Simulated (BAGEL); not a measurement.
**UHF/6-31G(d) (density fitting with qzvpp-jkfit, spherical functions) run of C2HF2Si (SMILES C#C[Si](F)F)**

Aim: the electronic atomisation energy of C2HF2Si at UHF/6-31G* (density fitting with qzvpp-jkfit, spherical functions), from 5 runs. 

The results are computed with BAGEL 1.2.2.

21 further runs of the same task are left out: 3 that didn't finish, 18 set aside as unsound or not needed.

### Step 1. Starting point

C2HF2Si: 6 atoms, total charge 0, spin state doublet. As SMILES, `C#C[Si](F)F`. The coordinates come from a PBE0-D4/def2-TZVP relaxation.

Bond lengths: C1–C2 1.207 Å, C2–Si3 1.808 Å, Si3–F4 1.588 Å, Si3–F5 1.588 Å, C1–H6 1.067 Å. Angles: C1–C2–Si3 171.4°, C2–Si3–F4 109.5°, C2–Si3–F5 109.5°, F4–Si3–F5 107.2°, C2–C1–H6 178.8°.

### Step 2. The energy at UHF/6-31G(d) (density fitting with qzvpp-jkfit, spherical functions)

job.json reads:

```json
{ "bagel" : [

{
  "title" : "molecule",
  "basis" : "6-31gs.json",
  "df_basis" : "qzvpp-jkfit",
  "angstrom" : true,
  "geometry" : [
    { "atom" : "C", "xyz" : [   -0.085900,    0.313400,    1.696400 ] },
    { "atom" : "C", "xyz" : [   -0.084900,    0.112400,    0.506300 ] },
    { "atom" : "Si", "xyz" : [   -0.336300,   -0.088600,   -1.273300 ] },
    { "atom" : "F", "xyz" : [   -0.156000,   -1.617200,   -1.664300 ] },
    { "atom" : "F", "xyz" : [    0.771500,    0.732700,   -2.060700 ] },
    { "atom" : "H", "xyz" : [   -0.066400,    0.483200,    2.749300 ] }
  ]
},
{ "title" : "uhf", "nopen" : 1 },
{ "title" : "print", "file" : "orbitals.molden", "orbitals" : true }

]}
```

The basis set 6-31G* is read from a file made from the Basis Set Exchange's data (not shown).

Launch:

```
$ BAGEL_NUM_THREADS=1 BAGEL job.json > job.out
```

The program printed:

```text
* using 1 threads per process

  ===============================================================
  ===============================================================

  *** Geometry ***

  { "atom" : "C", "xyz" : [     -0.162327,      0.592240,      3.205731 ] },
  { "atom" : "C", "xyz" : [     -0.160438,      0.212405,      0.956768 ] },
  { "atom" : "Si", "xyz" : [     -0.635515,     -0.167430,     -2.406188 ] },
  { "atom" : "F", "xyz" : [     -0.294797,     -3.056065,     -3.145071 ] },
  { "atom" : "F", "xyz" : [      1.457924,      1.384602,     -3.894159 ] },
  { "atom" : "H", "xyz" : [     -0.125478,      0.913116,      5.195424 ] },

  Number of auxiliary basis functions:      450

  Since a DF basis is specified, we compute 2- and 3-index integrals:
    o Being stored without compression. Storage requirement is 0.021 GB

  Number of basis functions:       76
  Number of electrons      :       45

    * METHOD: MOLECULE                             0.20

  *** Open-shell HF ***

  === Nuclear Repulsion ===
   199.3484950240

      * DIIS with orbital gradients will be used.

  === UHF iteration (6-31gs.json) ===
      0       -563.87509721          0.04627269           0.10
      1       -564.05335521          0.02829692           0.10
      2       -564.10645971          0.01714916           0.10
      3       -564.13695234          0.00147949           0.10
      4       -564.13746860          0.00077559           0.10
      5       -564.13763946          0.00018914           0.10
      6       -564.13766872          0.00006822           0.10
      7       -564.13768444          0.00003170           0.10
      8       -564.13769859          0.00001727           0.10
      9       -564.13770781          0.00001508           0.10
[... 22 lines of this table left out ...]
     32       -564.13783404          0.00000004           0.10
     33       -564.13783404          0.00000002           0.10
     34       -564.13783404          0.00000001           0.10
     35       -564.13783404          0.00000001           0.10
    * SCF iteration converged.

    * S^2 (UHF) is 0.7829

    * Permanent dipole moment:
           (    0.531885,    -0.349001,    -0.823988) a.u.

    * METHOD: UHF                                  3.76

    * METHOD: PRINT                                0.02

  ===============================================================
```

Wall time 4.2 s (1 thread of Arm Neoverse V1, shared host); peak memory 0.1 GiB.

### Step 3. The C atom, same level

job.json reads:

```json
{ "bagel": [

{
  "title": "molecule",
  "basis": "6-31gs.json",
  "df_basis": "qzvpp-jkfit",
  "angstrom": true,
  "geometry": [
    { "atom": "C", "xyz": [       0.000000,       0.000000,       0.000000 ] }
  ]
},

{
  "title": "uhf",
  "nopen": 2
},

{
  "title": "print",
  "file": "orbitals.molden",
  "orbitals": true
}

]}
```

The basis set 6-31G* is read from a file made from the Basis Set Exchange's data (not shown).

Launch:

```
$ BAGEL_NUM_THREADS=1 BAGEL job.json > job.out
```

The program printed:

```text
* using 1 threads per process

  ===============================================================
  ===============================================================

  *** Geometry ***

  { "atom" : "C", "xyz" : [      0.000000,      0.000000,      0.000000 ] },

  Number of auxiliary basis functions:       75

  Since a DF basis is specified, we compute 2- and 3-index integrals:
    o Being stored without compression. Storage requirement is 0.000 GB

  Number of basis functions:       14
  Number of electrons      :        6

    * METHOD: MOLECULE                             0.01

  *** Open-shell HF ***

  === Nuclear Repulsion ===
     0.0000000000

      * DIIS with orbital gradients will be used.

  === UHF iteration (6-31gs.json) ===
      0        -37.66117580          0.01874557           0.00
      1        -37.67797810          0.00625814           0.00
      2        -37.68011489          0.00248107           0.00
      3        -37.68056677          0.00007728           0.00
      4        -37.68057114          0.00001903           0.00
      5        -37.68057148          0.00000256           0.00
      6        -37.68057148          0.00000067           0.00
      7        -37.68057148          0.00000000           0.00
    * SCF iteration converged.

    * S^2 (UHF) is 2.0047

    * Permanent dipole moment:
           (   -0.000000,    -0.000000,    -0.000000) a.u.

    * METHOD: UHF                                  0.02

    * METHOD: PRINT                                0.00

  ===============================================================
```

It took 0.16 s on 1 thread of Arm Neoverse V1, shared host.

### Step 4. The F atom

input.json reads:

```json
{ "bagel" : [

{
  "title" : "molecule",
  "basis" : "6-31gs.json",
  "df_basis" : "qzvpp-jkfit",
  "angstrom" : "true",
  "geometry" : [
    { "atom" : "F", "xyz" : [    0.000000,    0.000000,    0.000000 ] }
  ]
},
{
  "title" : "uhf",
  "nopen" : 1
},
{
  "title" : "print",
  "file" : "orbitals.molden",
  "orbitals" : "true"
}

]}
```

The basis set 6-31G* is read from a file made from the Basis Set Exchange's data (not shown).

Run the same way, it converges to -99.36340 Eh (log not shown).

### Step 5. The H atom at the same level

job.json reads:

```json
{ "bagel" : [

{
  "title" : "molecule",
  "basis" : "6-31gs.json",
  "df_basis" : "qzvpp-jkfit",
  "angstrom" : "true",
  "geometry" : [
    { "atom" : "H", "xyz" : [    0.000000,    0.000000,    0.000000 ] }
  ]
},
{
  "title" : "uhf",
  "charge" : 0,
  "nopen" : 1
},
{
  "title" : "print",
  "file" : "orbitals.molden",
  "orbitals" : "true"
}

]}
```

The basis set 6-31G* is read from a file made from the Basis Set Exchange's data (not shown).

Run the same way, it converges to -0.49823 Eh (log not shown).

### Step 6. The Si atom, same level

hf.json reads:

```json
{ "bagel": [

{
  "title": "molecule",
  "basis": "6-31gs.json",
  "df_basis": "qzvpp-jkfit",
  "angstrom": true,
  "geometry": [
    { "atom": "Si", "xyz": [    0.000000,    0.000000,    0.000000 ] }
  ]
},
{ "title": "uhf", "nopen": 2 },
{ "title": "print", "file": "orbitals.molden", "orbitals": true }

]}
```

The basis set 6-31G* is read from a file made from the Basis Set Exchange's data (not shown).

Run the same way, it converges to -288.83102 Eh (log not shown).

### Step 7. What came out

At UHF/6-31G* (density fitting with qzvpp-jkfit, spherical functions):

```
                     quantity          value
       molecule: total energy  -564.13783 Eh
      molecule: dipole moment         2.65 D
               molecule: ⟨S²⟩          0.783
         C atom: total energy   -37.68057 Eh
        C atom: dipole moment         0.00 D
                 C atom: ⟨S²⟩          2.005
         F atom: total energy   -99.36340 Eh
        F atom: dipole moment         0.00 D
                 F atom: ⟨S²⟩          0.753
         H atom: total energy    -0.49823 Eh
        H atom: dipole moment         0.00 D
                 H atom: ⟨S²⟩          0.750
        Si atom: total energy  -288.83102 Eh
       Si atom: dipole moment         0.00 D
                Si atom: ⟨S²⟩          2.006
electronic atomisation energy      19.610 eV
```

**Reading.** Taking the molecule apart into free atoms costs 19.61 eV (1892 kJ/mol), before zero-point energy and without spin-orbit coupling. Hartree–Fock lacks the correlation of the bonding pairs, which as a rule makes this value much too low; in minimal bases other errors can mask that.
